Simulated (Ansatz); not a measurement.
# VH: a relaxation

Aim: a sound relaxation of VH. The structure is shown as the input types it.

Program: Ansatz 0.2.0. Level of theory: Kohn-Sham DFT, with the functional, basis and potentials that each input names (as first typed). These are calculated values, not measurements.

### 1 Starting point

It takes space group Fm-3m (No. 225, cubic). The conventional cell has a = 3.928 Å, b = 3.928 Å, c = 3.928 Å, α = 90.00°, β = 90.00°, γ = 90.00°. Around V (site symmetry m-3m) lie 6 H at 1.96 Å. Around H (site symmetry m-3m) lie 6 V at 1.96 Å.

As a file:

```cif
data_structure
_symmetry_space_group_name_H-M 'P 1'
_symmetry_Int_Tables_number 1
_cell_length_a 2.7772
_cell_length_b 2.7772
_cell_length_c 2.7772
_cell_angle_alpha 60.000
_cell_angle_beta 60.000
_cell_angle_gamma 60.000
_cell_volume 15.15
loop_
_atom_site_label
_atom_site_type_symbol
_atom_site_fract_x
_atom_site_fract_y
_atom_site_fract_z
_atom_site_occupancy
V1 V 0.00000 0.00000 0.00000 1
H1 H 0.50000 0.50000 0.50000 1
```

### 2 Input and run

Input file input.yaml:

```yaml
crystal:
  lattice:
    - [0.0, 1.96375358, 1.96375358]
    - [1.96375358, 0.0, 1.96375358]
    - [1.96375358, 1.96375358, 0.0]
  atoms:
    - { symbol: V, position: [0.0, 0.0, 0.0] }
    - { symbol: H, position: [0.5, 0.5, 0.5] }
kpoints:
  mp_grid: { grid: [16, 16, 16] }
scf:
  occupations: { method: fermi_dirac, width: 0.08 }
  max_iter: 50
hamiltonian:
  xc: r2scan
  pseudopotentials: { kind: paw }
  hubbard: { sites: [{ species: V, l: f, u_eff: 4.0 }] }
relax:
  f_tol: 0.002
  max_steps: 80
  cell: {}
output:
  forces: true
  stress: true
```

Command:

```sh
$ ansatz run input.yaml --threads 1 --pin off --max-ram 3072MiB --backend cpu --events-out ev --progress --plain --runs-dir out
```

**Question.** How will this run end, and is anything wrong with its input?

Nothing was computed: the input was turned down at the start. The line that matters: «inconsistent input (hamiltonian.hubbard.sites[].l, hamiltonian.hubbard.sites[].shell): the file of V doesn't list 4f, and it can't be added: PBE doesn't bind the shell 4f of the free atom, whose level lies at +1.07 eV ...»

In the input, hamiltonian.hubbard.sites is [{species: V, l: f, u_eff: 4.0}]. U was placed on orbitals that aren't in the valence of that atom.

The cure: delete hamiltonian.hubbard.sites.
